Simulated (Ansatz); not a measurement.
**CH₄BSe radical: single points with varied inputs**

How do the results and run time of CH₄BSe radical respond when the settings are drawn wide?

Program: Ansatz 0.2.0, Gaussian basis. Level of theory: the settings change from run to run. These are calculated values, not measurements.

### 1 The molecule

The geometry comes from an earlier relaxation with PBE0-D4 in a triple-zeta def2 set; it is a stationary point, not always the lowest conformer.

SMILES `C[B][SeH]`, 7 atoms, charge 0, spin multiplicity 2.

Atoms are counted from 1 here; the program's logs count them from 0.

Bond lengths: C1–B2 1.542 Å, C1–H4 1.095 Å, C1–H5 1.096 Å, C1–H6 1.095 Å, B2–Se3 1.883 Å, Se3–H7 1.488 Å. Angles: B2–C1–H4 110.1°, B2–C1–H5 114.1°, B2–C1–H6 109.8°, H4–C1–H5 108.4°, H4–C1–H6 105.8°, H5–C1–H6 108.3°, C1–B2–Se3 134.9°, B2–Se3–H7 99.9°.

### 2 wB97M-V/6-31G

Options: high accuracy.

File in.yaml:

```yaml
crystal:
  periodic: [false, false, false]
  atoms:
    - {symbol: C, position_ang: [-0.716072, 0.543862, -0.150868]}
    - {symbol: B, position_ang: [-0.225443, -0.694425, 0.627085]}
    - {symbol: Se, position_ang: [1.395650, -1.646518, 0.724600]}
    - {symbol: H, position_ang: [-1.603010, 0.289643, -0.740916]}
    - {symbol: H, position_ang: [0.034455, 0.976587, -0.822279]}
    - {symbol: H, position_ang: [-1.037434, 1.319667, 0.552659]}
    - {symbol: H, position_ang: [2.213054, -0.856816, -0.235982]}
basis:
  gaussian: {orbitals: 6-31G}
magnetization: {spin_polarized: true, initial_magnetization: 1}
hamiltonian: {xc: {name: wB97M-V}}
accuracy: high
output: {forces: true}
```

Run with:

```console
> ansatz run in.yaml --threads 2 --pin off --events-out ev --progress --plain --max-ram 32768MiB --backend cpu
```

Output (excerpt; [...] marks lines left out):

```text
Functional definition: wB97M-V
  name "wB97M-V"
  cite "Mardirossian & Head-Gordon, J. Chem. Phys. 144, 214110 (2016) doi:10.1063/1.4952647"
  cite "Becke, J. Chem. Phys. 107, 8554 (1997) doi:10.1063/1.475007"
  cite "Vydrov & Van Voorhis, J. Chem. Phys. 133, 244103 (2010) doi:10.1063/1.3521275"
  # Of w^i u^j: cxij and so on, Table III.
[...]
  gx(w, u) = 1 - cx + cx01*u + cx10*w
  gss(w, u) = css00 + css04*u^4 + css10*w + css20*w^2 + css43*w^4*u^3
  gos(w, u) = cos00 + cos10*w + (cos20 + cos21*u)*w^2 + (cos60 + cos61*u)*w^6
[...]
      + integral(e_c_pw_mod_opposite_spin*gos(b97_w_opposite, b97_u_opposite)) + vv10(b, c)
1152 factors; integrals over basis functions are off by at most 4.9e-9 eV
275 factors; integrals over basis functions are off by at most 1.4e-9 eV
[...]
mean field -67111.28458924 eV, -2466.2942189919 hartree, gradient 6.7e-8 eV, S^2 0.754233; 0 other end points of the search recorded, 0 dependent functions left out
[...]
reference -67111.28459241 eV, -2466.2942191085 hartree; 25, 24 occupied and 30, 31 virtual orbitals, 1152 factors
Total energy: -67111.28459241 eV, -2466.2942191085 hartree
Atom 0 at    -0.716072     0.543862    -0.150868 Å, force     0.022963     0.036381    -0.036781 eV/Å
Atom 1 at    -0.225443    -0.694425     0.627085 Å, force    -0.527374     0.074739     0.156730 eV/Å
Atom 2 at     1.395650    -1.646518     0.724600 Å, force     0.315329    -0.389830     0.178697 eV/Å
Atom 3 at    -1.603010     0.289643    -0.740916 Å, force    -0.060066    -0.027418    -0.070092 eV/Å
Atom 4 at     0.034455     0.976587    -0.822279 Å, force     0.048682     0.082118    -0.087899 eV/Å
Atom 5 at    -1.037434     1.319667     0.552659 Å, force    -0.005643     0.076895     0.058891 eV/Å
Atom 6 at     2.213054    -0.856816    -0.235982 Å, force     0.206109     0.147116    -0.199546 eV/Å
Dipole moment:    -0.019032     0.316481    -0.241193 e Å
```

Run time: 36 s. Hardware: 2 threads, shared host; peak memory 0.75 GiB.

Largest force 0.555 eV/Å, dipole 1.91 D, ⟨S²⟩ 0.754.

### 3 PBE0/x2c-TZVPPall

in.yaml: that of step 2 with these lines changed.

```diff
@@ -11,6 +11,4 @@
 basis:
-  gaussian: {orbitals: 6-31G}
+  gaussian: {orbitals: x2c-TZVPPall}
 magnetization: {spin_polarized: true, initial_magnetization: 1}
-hamiltonian: {xc: {name: wB97M-V}}
-accuracy: high
-output: {forces: true}
+hamiltonian: {xc: {name: PBE0}}
```

Same command.

Output:

```text
Functional definition: PBE0
  name "PBE0"
  cite "Adamo & Barone, J. Chem. Phys. 110, 6158 (1999) doi:10.1063/1.478522"
  cite "Perdew, Burke & Ernzerhof, Phys. Rev. Lett. 77, 3865 (1996) doi:10.1103/PhysRevLett.77.3865"
  parent pbe
  parameter a = 0.25
  parameter kappa = 0.804
  parameter beta = 0.06672455060314922
  exchange = (1 - a)*pbe_x(kappa = kappa, mu = beta*pi^2/3) + a*exact_x
  correlation = pbe_c(beta = beta)
1006 factors; their error is unknown
mean field evaluation 1: about -67882.8929 eV, gradient 3.5e1 eV
mean field evaluation 2: about -67879.1567 eV, gradient 4.1e1 eV
mean field evaluation 4: about -67888.7923 eV, gradient 3.2e0 eV
mean field evaluation 8: about -67888.8436 eV, gradient 7.1e-2 eV
mean field evaluation 16: about -67889.1260 eV, gradient 8.8e-5 eV
mean field -67889.12600060 eV, -2494.8793636196 hartree, gradient 8.8e-5 eV, S^2 0.755334; 0 other end points of the search recorded, 0 dependent functions left out
reference -67889.12602933 eV, -2494.8793646755 hartree; 25, 24 occupied and 141, 142 virtual orbitals, 1006 factors
Total energy: -67889.12602933 eV, -2494.8793646755 hartree
Relativity: scalar
```

It took 7.5 s on 2 threads, shared host; peak memory 0.45 GiB.

⟨S²⟩ 0.755.

### 4 LC-wPBE/aug-cc-pVTZ

This run has charge +1, multiplicity 1, atoms shaken by 0.08 Å, the search for lower states set to full.

File in.yaml:

```yaml
crystal:
  periodic: [false, false, false]
  atoms:
    - {symbol: C, position_ang: [-0.669204, 0.608482, -0.207546]}
    - {symbol: B, position_ang: [-0.190229, -0.635527, 0.613701]}
    - {symbol: Se, position_ang: [1.445200, -1.699277, 0.706976]}
    - {symbol: H, position_ang: [-1.603015, 0.288440, -0.757183]}
    - {symbol: H, position_ang: [-0.051678, 1.032478, -0.820554]}
    - {symbol: H, position_ang: [-1.023646, 1.431339, 0.583055]}
    - {symbol: H, position_ang: [2.286741, -0.941177, -0.276425]}
basis:
  gaussian: {orbitals: aug-cc-pVTZ}
total_charge: 1
hamiltonian: {xc: {name: LC-wPBE}}
scf: {lower_state_search: full}
output: {forces: true}
```

The command is unchanged.

Output (excerpt; [...] marks lines left out):

```text
Functional definition: LC-wPBE
  name "LC-wPBE"
  cite "Vydrov & Scuseria, J. Chem. Phys. 125, 234109 (2006) doi:10.1063/1.2409292"
  cite "Heyd & Scuseria, J. Chem. Phys. 120, 7274 (2004) doi:10.1063/1.1668634"
  cite "Ernzerhof & Perdew, J. Chem. Phys. 109, 3313 (1998) doi:10.1063/1.476928"
  cite "Perdew, Burke & Ernzerhof, Phys. Rev. Lett. 77, 3865 (1996) doi:10.1103/PhysRevLett.77.3865"
  parent pbe
[...]
1123 factors; their error is unknown
568 factors; integrals over basis functions are off by at most 2.8e-5 eV
[...]
mean field -67109.77038026 eV, -2466.2385728383 hartree, gradient 7.4e-5 eV, S^2 0.000000; 0 other end points of the search recorded, 0 dependent functions left out
[...]
reference -67109.77038026 eV, -2466.2385728385 hartree; 24, 24 occupied and 219, 219 virtual orbitals, 1123 factors
Total energy: -67109.77038026 eV, -2466.2385728385 hartree
Atom 0 at    -0.669204     0.608482    -0.207546 Å, force    -6.911760    -2.708929     6.853642 eV/Å
Atom 1 at    -0.190229    -0.635527     0.613701 Å, force     3.727987     1.625100    -3.061603 eV/Å
Atom 2 at     1.445200    -1.699277     0.706976 Å, force    -1.551539    -0.048027     0.791381 eV/Å
Atom 3 at    -1.603015     0.288440    -0.757183 Å, force     0.769168     0.496409     0.393989 eV/Å
Atom 4 at    -0.051678     1.032478    -0.820554 Å, force     4.359492     2.047483    -3.596985 eV/Å
Atom 5 at    -1.023646     1.431339     0.583055 Å, force     0.630121    -1.614897    -1.685274 eV/Å
Atom 6 at     2.286741    -0.941177    -0.276425 Å, force    -1.023469     0.202862     0.304851 eV/Å
Dipole moment:    -0.675746     0.598392    -0.161391 e Å
```

Wall time 12 s (2 threads, shared host); peak memory 0.56 GiB.

Largest force 10.104 eV/Å.

### 5 wB97M-V/aug-cc-pVTZ

This run has multiplicity 4, the search for lower states set to light.

File in.yaml:

```yaml
crystal:
  periodic: [false, false, false]
  atoms:
    - {symbol: C, position_ang: [-0.716072, 0.543862, -0.150868]}
    - {symbol: B, position_ang: [-0.225443, -0.694425, 0.627085]}
    - {symbol: Se, position_ang: [1.395650, -1.646518, 0.724600]}
    - {symbol: H, position_ang: [-1.603010, 0.289643, -0.740916]}
    - {symbol: H, position_ang: [0.034455, 0.976587, -0.822279]}
    - {symbol: H, position_ang: [-1.037434, 1.319667, 0.552659]}
    - {symbol: H, position_ang: [2.213054, -0.856816, -0.235982]}
basis:
  gaussian: {orbitals: aug-cc-pVTZ}
magnetization: {spin_polarized: true, initial_magnetization: 3}
hamiltonian: {xc: {name: wB97M-V}}
scf: {lower_state_search: light}
output: {forces: true}
```

Same command.

Output (excerpt; [...] marks lines left out):

```text
Functional definition: wB97M-V
  name "wB97M-V"
  cite "Mardirossian & Head-Gordon, J. Chem. Phys. 144, 214110 (2016) doi:10.1063/1.4952647"
  cite "Becke, J. Chem. Phys. 107, 8554 (1997) doi:10.1063/1.475007"
  cite "Vydrov & Van Voorhis, J. Chem. Phys. 133, 244103 (2010) doi:10.1063/1.3521275"
  # Of w^i u^j: cxij and so on, Table III.
[...]
  gx(w, u) = 1 - cx + cx01*u + cx10*w
  gss(w, u) = css00 + css04*u^4 + css10*w + css20*w^2 + css43*w^4*u^3
  gos(w, u) = cos00 + cos10*w + (cos20 + cos21*u)*w^2 + (cos60 + cos61*u)*w^6
[...]
      + integral(e_c_pw_mod_opposite_spin*gos(b97_w_opposite, b97_u_opposite)) + vv10(b, c)
1148 factors; their error is unknown
409 factors; integrals over basis functions are off by at most 2.0e-5 eV
[...]
mean field -67119.14311187 eV, -2466.5830143721 hartree, gradient 2.4e-5 eV, S^2 3.756752; 4 other end points of the search recorded, 0 dependent functions left out
[...]
reference -67119.14320268 eV, -2466.5830177093 hartree; 26, 23 occupied and 217, 220 virtual orbitals, 1148 factors
Total energy: -67119.14320268 eV, -2466.5830177093 hartree
Atom 0 at    -0.716072     0.543862    -0.150868 Å, force    -0.395245     0.201771     0.054482 eV/Å
Atom 1 at    -0.225443    -0.694425     0.627085 Å, force    -2.064219     0.465988     0.425540 eV/Å
Atom 2 at     1.395650    -1.646518     0.724600 Å, force     1.812149    -1.006505     0.072565 eV/Å
Atom 3 at    -1.603010     0.289643    -0.740916 Å, force     0.078269     0.179409    -0.156786 eV/Å
Atom 4 at     0.034455     0.976587    -0.822279 Å, force    -0.022946    -0.010647     0.012260 eV/Å
Atom 5 at    -1.037434     1.319667     0.552659 Å, force     0.056987     0.179095    -0.193622 eV/Å
Atom 6 at     2.213054    -0.856816    -0.235982 Å, force     0.535005    -0.009113    -0.214439 eV/Å
Dipole moment:     0.619738    -0.160468    -0.121984 e Å
```

It took 56 s on 2 threads, shared host; peak memory 1.2 GiB.

Largest force 2.159 eV/Å, dipole 3.13 D, ⟨S²⟩ 3.757.

### 6 PBE0/6-31G*

This run has relativity set to scalar, the search for lower states set to full.

in.yaml: that of step 5 with these lines changed.

```diff
@@ -11,6 +11,6 @@
 basis:
-  gaussian: {orbitals: aug-cc-pVTZ}
-magnetization: {spin_polarized: true, initial_magnetization: 3}
-hamiltonian: {xc: {name: wB97M-V}}
-scf: {lower_state_search: light}
+  gaussian: {orbitals: "6-31G*"}
+magnetization: {spin_polarized: true, initial_magnetization: 1}
+hamiltonian: {xc: {name: PBE0}, pseudopotentials: {relativity: scalar}}
+scf: {lower_state_search: full}
 output: {forces: true}
```

Launched as before.

Output (excerpt; [...] marks lines left out):

```text
Functional definition: PBE0
  name "PBE0"
  cite "Adamo & Barone, J. Chem. Phys. 110, 6158 (1999) doi:10.1063/1.478522"
  cite "Perdew, Burke & Ernzerhof, Phys. Rev. Lett. 77, 3865 (1996) doi:10.1103/PhysRevLett.77.3865"
  parent pbe
[...]
745 factors; integrals over basis functions are off by at most 9.1e-4 eV
[...]
mean field -67716.47079272 eV, -2488.5344017602 hartree, gradient 6.2e-5 eV, S^2 0.755220; 2 other end points of the search recorded, 0 dependent functions left out
[...]
reference -67716.47081290 eV, -2488.5344025017 hartree; 25, 24 occupied and 48, 49 virtual orbitals, 745 factors
Total energy: -67716.47081290 eV, -2488.5344025017 hartree
Relativity: scalar
Atom 0 at    -0.716072     0.543862    -0.150868 Å, force     0.010521     0.076526    -0.065861 eV/Å
Atom 1 at    -0.225443    -0.694425     0.627085 Å, force    -0.052158    -0.160752     0.152207 eV/Å
Atom 2 at     1.395650    -1.646518     0.724600 Å, force     0.012173    -0.086275     0.060746 eV/Å
Atom 3 at    -1.603010     0.289643    -0.740916 Å, force    -0.067031    -0.017711    -0.057247 eV/Å
Atom 4 at     0.034455     0.976587    -0.822279 Å, force     0.037105     0.062394    -0.065929 eV/Å
Atom 5 at    -1.037434     1.319667     0.552659 Å, force    -0.018918     0.068714     0.052131 eV/Å
Atom 6 at     2.213054    -0.856816    -0.235982 Å, force     0.078308     0.057103    -0.076047 eV/Å
Dipole moment:     0.001254     0.257286    -0.202700 e Å
```

Run time: 6 s. Hardware: 2 threads, shared host.

Largest force 0.227 eV/Å, dipole 1.57 D, ⟨S²⟩ 0.755.

### 7 wB97/def2-SVPD

This run has density fitting with cc-pVTZ-jkfit.

in.yaml: that of step 6 with these lines changed.

```diff
@@ -11,6 +11,4 @@
 basis:
-  gaussian: {orbitals: "6-31G*"}
+  gaussian: {orbitals: def2-SVPD, fitting: {mean_field: cc-pVTZ-jkfit}}
 magnetization: {spin_polarized: true, initial_magnetization: 1}
-hamiltonian: {xc: {name: PBE0}, pseudopotentials: {relativity: scalar}}
-scf: {lower_state_search: full}
-output: {forces: true}
+hamiltonian: {xc: {name: wB97}}
```

Same command.

Output (excerpt; [...] marks lines left out):

```text
Functional definition: wB97
  name "wB97"
  cite "Chai & Head-Gordon, J. Chem. Phys. 128, 084106 (2008) doi:10.1063/1.2834918"
  cite "Becke, J. Chem. Phys. 107, 8554 (1997) doi:10.1063/1.475007"
[...]
  # The coefficients of nought are those of the uniform gas.
[...]
      + integral(e_c_pw_opposite_spin*poly(b97_u_opposite, 1, cos1, cos2, cos3, cos4))
485 factors; integrals over basis functions are off by at most 2.2e-1 eV
485 factors; integrals over basis functions are off by at most 8.0e-3 eV
[...]
mean field -67121.30110537 eV, -2466.6623191705 hartree, gradient 3.8e-5 eV, S^2 0.753519; 0 other end points of the search recorded, 0 dependent functions left out
reference -67121.30109206 eV, -2466.6623186812 hartree; 25, 24 occupied and 88, 89 virtual orbitals, 485 factors
Total energy: -67121.30109206 eV, -2466.6623186812 hartree
```

Wall time 7.5 s (2 threads, shared host).

⟨S²⟩ 0.754.

### 8 B3LYP5/def2-TZVPP

in.yaml: that of step 7 with these lines changed.

```diff
@@ -11,4 +11,4 @@
 basis:
-  gaussian: {orbitals: def2-SVPD, fitting: {mean_field: cc-pVTZ-jkfit}}
+  gaussian: {orbitals: def2-TZVPP}
 magnetization: {spin_polarized: true, initial_magnetization: 1}
-hamiltonian: {xc: {name: wB97}}
+hamiltonian: {xc: {name: B3LYP5}}
```

The command is unchanged.

Output (excerpt; [...] marks lines left out):

```text
Functional definition: B3LYP5
  name "B3LYP5"
  cite "Stephens, Devlin, Chabalowski & Frisch, J. Phys. Chem. 98, 11623 (1994) doi:10.1021/j100096a001"
  cite "Becke, Phys. Rev. A 38, 3098 (1988) doi:10.1103/PhysRevA.38.3098"
  cite "Lee, Yang & Parr, Phys. Rev. B 37, 785 (1988) doi:10.1103/PhysRevB.37.785"
  cite "Vosko, Wilk & Nusair, Can. J. Phys. 58, 1200 (1980) doi:10.1139/p80-159"
[...]
994 factors; their error is unknown
[...]
mean field -67123.61659242 eV, -2466.7474117500 hartree, gradient 3.7e-5 eV, S^2 0.753844; 0 other end points of the search recorded, 0 dependent functions left out
reference -67123.61682778 eV, -2466.7474203994 hartree; 25, 24 occupied and 141, 142 virtual orbitals, 994 factors
Total energy: -67123.61682778 eV, -2466.7474203994 hartree
```

It took 6.5 s on 2 threads, shared host; peak memory 0.44 GiB.

⟨S²⟩ 0.754.

### 9 MP2/x2c-TZVPPall

Options: charge +1, multiplicity 1, correlated electrons set to all.

in.yaml: that of step 8 with these lines changed.

```diff
@@ -11,4 +11,5 @@
 basis:
-  gaussian: {orbitals: def2-TZVPP}
-magnetization: {spin_polarized: true, initial_magnetization: 1}
-hamiltonian: {xc: {name: B3LYP5}}
+  gaussian: {orbitals: x2c-TZVPPall}
+total_charge: 1
+hamiltonian: {xc: {name: HF}}
+correlation: {method: mp2, electrons: all}
```

Launched as before.

Output:

```text
Functional definition: HF
  name "HF"
  cite "Fock, Z. Phys. 61, 126 (1930) doi:10.1007/BF01340294"
  parent pbe
  exchange = exact_x
  correlation = 0
1006 factors; integrals over basis functions are off by at most 8.1e-4 eV
mean field evaluation 1: about -67826.8465 eV, gradient 3.6e1 eV
mean field evaluation 2: about -67826.9848 eV, gradient 3.6e1 eV
mean field evaluation 4: about -67830.2093 eV, gradient 2.7e0 eV
mean field evaluation 8: about -67830.2521 eV, gradient 1.7e-1 eV
mean field -67830.25228947 eV, -2492.7157946415 hartree, gradient 5.8e-6 eV, S^2 0.000000; 0 other end points of the search recorded, 0 dependent functions left out
reference -67830.25228947 eV, -2492.7157946415 hartree; 24, 24 occupied and 142, 142 virtual orbitals, 1006 factors
second order -17.57063235 eV of doubles, -0.00000000 eV of singles
Total energy: -67847.82292181 eV, -2493.3615034705 hartree
Relativity: scalar
```

Run time: 4.2 s. Hardware: 2 threads, shared host.

### 10 B3LYP/cc-pVDZ

Set apart from the defaults: atoms shaken by 0.03 Å, D3(BJ) dispersion.

File in.yaml:

```yaml
crystal:
  periodic: [false, false, false]
  atoms:
    - {symbol: C, position_ang: [-0.656778, 0.535745, -0.149686]}
    - {symbol: B, position_ang: [-0.223430, -0.696918, 0.643658]}
    - {symbol: Se, position_ang: [1.372246, -1.575340, 0.738471]}
    - {symbol: H, position_ang: [-1.592669, 0.265455, -0.719186]}
    - {symbol: H, position_ang: [0.095760, 0.988033, -0.777862]}
    - {symbol: H, position_ang: [-1.056848, 1.309310, 0.562242]}
    - {symbol: H, position_ang: [2.253024, -0.874302, -0.193625]}
basis:
  gaussian: {orbitals: cc-pVDZ}
magnetization: {spin_polarized: true, initial_magnetization: 1}
hamiltonian: {xc: {name: B3LYP}, dispersion: d3bj}
output: {forces: true}
```

The command is unchanged.

Output (excerpt; [...] marks lines left out):

```text
Functional definition: B3LYP
  name "B3LYP"
  cite "Stephens, Devlin, Chabalowski & Frisch, J. Phys. Chem. 98, 11623 (1994) doi:10.1021/j100096a001"
  cite "Becke, Phys. Rev. A 38, 3098 (1988) doi:10.1103/PhysRevA.38.3098"
  cite "Lee, Yang & Parr, Phys. Rev. B 37, 785 (1988) doi:10.1103/PhysRevB.37.785"
  cite "Vosko, Wilk & Nusair, Can. J. Phys. 58, 1200 (1980) doi:10.1139/p80-159"
[...]
762 factors; integrals over basis functions are off by at most 1.0e-3 eV
[...]
mean field -67127.13947626 eV, -2466.8768753431 hartree, gradient 6.0e-5 eV, S^2 0.753755; 0 other end points of the search recorded, 0 dependent functions left out
[...]
reference -67127.13968168 eV, -2466.8768828923 hartree; 25, 24 occupied and 50, 51 virtual orbitals, 762 factors
Total energy: -67127.37542773 eV, -2466.8855463999 hartree
Atom 0 at    -0.656778     0.535745    -0.149686 Å, force    -2.134690     0.252548     0.656008 eV/Å
Atom 1 at    -0.223430    -0.696918     0.643658 Å, force    -0.784999     0.660662    -0.105746 eV/Å
Atom 2 at     1.372246    -1.575340     0.738471 Å, force     1.024190    -1.747454     0.969733 eV/Å
Atom 3 at    -1.592669     0.265455    -0.719186 Å, force     0.709259     0.214548    -0.022847 eV/Å
Atom 4 at     0.095760     0.988033    -0.777862 Å, force     0.471765     0.279314    -0.592835 eV/Å
Atom 5 at    -1.056848     1.309310     0.562242 Å, force     0.371511    -0.269023    -0.293165 eV/Å
Atom 6 at     2.253024    -0.874302    -0.193625 Å, force     0.342964     0.609404    -0.611147 eV/Å
Dipole moment:     0.045784     0.233508    -0.200680 e Å
```

Run time: 5.5 s. Hardware: 2 threads, shared host.

Largest force 2.247 eV/Å, dipole 1.50 D, ⟨S²⟩ 0.754.

### 11 All runs side by side

| level | charge | multiplicity | geometry | functions | energy (eV) | time |
| --- | --- | --- | --- | --- | --- | --- |
| wB97M-V/6-31G | 0 | 2 | relaxed | 55 | -67111.285 | 36 s |
| PBE0/x2c-TZVPPall | 0 | 2 | relaxed | 166 | -67889.126 | 7.5 s |
| LC-wPBE/aug-cc-pVTZ | 1 | 1 | shaken | 243 | -67109.770 | 12 s |
| wB97M-V/aug-cc-pVTZ | 0 | 4 | relaxed | 243 | -67119.143 | 56 s |
| PBE0/6-31G* | 0 | 2 | relaxed | 73 | -67716.471 | 6 s |
| wB97/def2-SVPD | 0 | 2 | relaxed | 113 | -67121.301 | 7.5 s |
| B3LYP5/def2-TZVPP | 0 | 2 | relaxed | 166 | -67123.617 | 6.5 s |
| MP2/x2c-TZVPPall | 1 | 1 | relaxed | 166 | -67847.823 | 4.2 s |
| B3LYP/cc-pVDZ | 0 | 2 | shaken | 75 | -67127.375 | 5.5 s |

### 12 Summary of results

```
                                         quantity                      value
                                             runs                          9
                                         quickest    MP2/x2c-TZVPPall, 4.2 s
                                          slowest  wB97M-V/aug-cc-pVTZ, 56 s
spread of total energies, same state and geometry                   777.8 eV
                  dipole, same state and geometry             1.57 to 1.91 D
```

What this shows: Run time spans a factor of 13, from MP2/x2c-TZVPPall to wB97M-V/aug-cc-pVTZ. The jobs differ in tasks and options as well as level. The totals spread over 778 eV; they can't be compared across methods or bases. Some of these runs are scalar-relativistic and others not, which shifts the totals of all-electron atoms past neon by eV; core potentials, where a basis has them, take the core out of the total altogether. At the PBE0-D4/def2-TZVP geometry and in the same state, runs without warnings or point charges leave forces up to 0.56 eV/Å (wB97M-V/6-31G), against 2.2 eV/Å where the atoms were moved.
